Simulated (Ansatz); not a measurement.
# C₂H₁₁GaGeOSi: basis-set convergence

An exercise on one series of results from a longer session: the logs are not shown, and one member is left open.

Program: Ansatz 0.2.0, Gaussian basis. Level of theory: one geometry, several basis sets. These are calculated values, not measurements.

The runs, in order: PBE0-D4/def2-SVP; ωB97M-V/def2-SVP; PBE0-D4/def2-QZVPP; ωB97M-V/def2-QZVPP; the functionals' def2-TZVPP values are taken from earlier runs.

## The relaxed structure

All runs share one geometry, relaxed beforehand with PBE0-D4 in a triple-zeta def2 set.

SMILES `C[CH]([GaH2])O[SiH2][GeH3]`, 17 atoms, charge 0, spin multiplicity 1.

Atoms are counted from 1 here; the program's logs count them from 0.

Bond lengths: C1–C2 1.505 Å, C1–H7 1.093 Å, C1–H8 1.093 Å, C1–H9 1.097 Å, C2–Ga3 1.984 Å, C2–O4 1.458 Å, C2–H10 1.096 Å, Ga3–H11 1.570 Å, Ga3–H12 1.568 Å, O4–Si5 1.656 Å, Si5–Ge6 2.386 Å, Si5–H13 1.490 Å, Si5–H14 1.484 Å, Ge6–H15 1.538 Å, Ge6–H16 1.539 Å, Ge6–H17 1.539 Å. Angles: C2–C1–H7 111.4°, C2–C1–H8 109.7°, C2–C1–H9 112.1°, H7–C1–H8 108.0°, H7–C1–H9 108.0°, H8–C1–H9 107.3°, C1–C2–Ga3 121.0°, C1–C2–O4 111.8°, C1–C2–H10 110.9°, Ga3–C2–O4 87.0°, Ga3–C2–H10 114.7°, O4–C2–H10 108.5°, C2–Ga3–H11 117.4°, C2–Ga3–H12 119.3°, H11–Ga3–H12 122.6°, C2–O4–Si5 125.3°, O4–Si5–Ge6 111.0°, O4–Si5–H13 111.4° and more.

Set-up of the first run:

in.yaml

```yaml
crystal:
  periodic: [false, false, false]
  atoms:
    - {symbol: C, position_ang: [1.477910, 0.062137, 1.243337]}
    - {symbol: C, position_ang: [0.659685, -0.824209, 0.343696]}
    - {symbol: Ga, position_ang: [1.500544, -2.311341, -0.665434]}
    - {symbol: O, position_ang: [0.402238, -0.197259, -0.947280]}
    - {symbol: Si, position_ang: [-0.530766, 1.149211, -1.187140]}
    - {symbol: Ge, position_ang: [-2.470252, 1.103191, 0.202322]}
    - {symbol: H, position_ang: [2.436926, 0.318162, 0.786641]}
    - {symbol: H, position_ang: [1.679501, -0.453971, 2.185961]}
    - {symbol: H, position_ang: [0.957297, 0.996641, 1.487182]}
    - {symbol: H, position_ang: [-0.301364, -1.071727, 0.807778]}
    - {symbol: H, position_ang: [3.013460, -2.155749, -1.054168]}
    - {symbol: H, position_ang: [0.599424, -3.467697, -1.220708]}
    - {symbol: H, position_ang: [0.234426, 2.397165, -0.907878]}
    - {symbol: H, position_ang: [-0.901866, 1.138138, -2.624072]}
    - {symbol: H, position_ang: [-3.261193, -0.204408, 0.026990]}
    - {symbol: H, position_ang: [-3.392608, 2.277888, -0.167924]}
    - {symbol: H, position_ang: [-2.103342, 1.243818, 1.690684]}
basis:
  gaussian: {orbitals: def2-SVP}
hamiltonian: {xc: pbe0, dispersion: d4}
output: {orbitals: {seedname: orbitals}}
```

On the command line:

```console
> ansatz run in.yaml --threads 2 --pin off --events-out ev --progress --plain --max-ram 32768MiB --backend cpu
```

Steps of the session up to this table: PBE0-D4 in def2-SVP; ωB97M-V in def2-SVP; PBE0-D4 in def2-QZVPP; ωB97M-V in def2-QZVPP.

One of the session's tables, all rows but one given; the rest of the session is left out.

It belongs to the step «Functionals by basis». 

```
functional       basis  HOMO (eV)
   PBE0-D4    def2-SVP          ?
   PBE0-D4  def2-TZVPP      -7.20
   PBE0-D4  def2-QZVPP      -7.21
   ωB97M-V    def2-SVP      -9.38
   ωB97M-V  def2-TZVPP      -9.42
   ωB97M-V  def2-QZVPP      -9.43
```

**Question.** Estimate the row for PBE0-D4, def2-SVP.

**Answer.** HOMO (eV): -7.19. In the column «HOMO (eV)» it is the highest.
